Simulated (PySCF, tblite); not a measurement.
# C5H6BN: geometry, infrared bands and NMR shifts

Wanted: the infrared bands and NMR shifts of C5H6BN (`C#C[C@@H]1[BH2-][N+]#CC1`), by calculation.

The runs use tblite 0.8.0 and PySCF 2.14.0, with density-fitted response routines of our own; the level of theory stands in each step. All values are computed, except where a source is named. Atoms count from 0, in the outputs and in this text.

### Step 1. The starting structure

13 atoms, charge 0, multiplicity 1; geometry from: force field or distance geometry start.

Bonds of the start (Å): C0–C1 1.19, C1–C2 1.49, C2–B3 1.68, B3–N4 1.50, N4–C5 1.13, C5–C6 1.42, C6–C2 1.56, C0–H7 1.06, C2–H8 1.11, B3–H9 1.19, B3–H10 1.19, C6–H11 1.11, C6–H12 1.11.

### Step 2. Geometry optimisation with GFN2-xTB

What the job is given:

```
{"job": {"kind": "relax", "xc": "GFN2-xTB", "basis": "xTB"}, "charge": 0, "multiplicity": 1}
C     -2.204500     1.938800    -0.201900
C     -1.382900     1.141700     0.119700
C     -0.349300     0.153000     0.535800
B     -0.965500    -1.408600     0.446700
N     -0.776200    -1.858800     1.860300
C     -0.323500    -0.961800     2.374400
C      0.070800     0.356800     2.023900
H     -2.940000     2.652300    -0.486600
H      0.529300     0.248600    -0.135000
H     -2.126800    -1.448500     0.169100
H     -0.318700    -2.092600    -0.285800
H     -0.535100     1.104500     2.582200
H      1.161200     0.493300     2.149500
```

Started as:

```bash
$ OMP_NUM_THREADS=1 python probes_run.py task.json out
```

The driver reads the jobs from task.json and runs them one after another.

**Question.** This job is followed by: GFN2-xTB harmonic vibrations, gas phase; GIAO PBE0/pcSseg-1 NMR shielding, non-relativistic, gas phase. Predict these results of the whole session: strongest single infrared mode (GFN2-xTB); zero-point energy (GFN2-xTB); 13C shifts against TMS (PBE0/pcSseg-1); 1H shifts against TMS (PBE0/pcSseg-1); 11B shifts against BF3·OEt2 (PBE0/pcSseg-1); 15N shifts against NH3 (PBE0/pcSseg-1).

As calculated:

```
                                   quantity                                   value
  strongest single infrared mode (GFN2-xTB)                   2402 cm⁻¹, 203 km/mol
               zero-point energy (GFN2-xTB)                           57.5 kcal/mol
     13C shifts against TMS (PBE0/pcSseg-1)       119.1, 93.2, 76.4, 16.1, 15.6 ppm
      1H shifts against TMS (PBE0/pcSseg-1)  7.64, 7.62, 3.02, 2.98, 2.63, 1.73 ppm
11B shifts against BF3·OEt2 (PBE0/pcSseg-1)                                81.1 ppm
     15N shifts against NH3 (PBE0/pcSseg-1)                               303.7 ppm
```

In words: Over 61 steps the energy fell by 1.016 eV; of the close pairs, B3–N4 changed most, 1.496 to 3.092 Å. The lowest mode is imaginary (66i cm⁻¹), so the xTB geometry is not a minimum. The strongest single mode, at 2402 cm⁻¹, moves mainly C5 and N4. Unscaled tight-binding wavenumbers are off by several per cent, some by more. Its intensities can rank the bands wrongly. The structure rearranged or came apart on optimisation; the results belong to the end geometry, not to the formula as drawn. Shifts at one fixed geometry are not the observed spectrum, which averages over the motion. At PBE0/pcSseg-1: Shielding is most anisotropic at N4 (span 512 ppm, paramagnetic term -373 ppm).
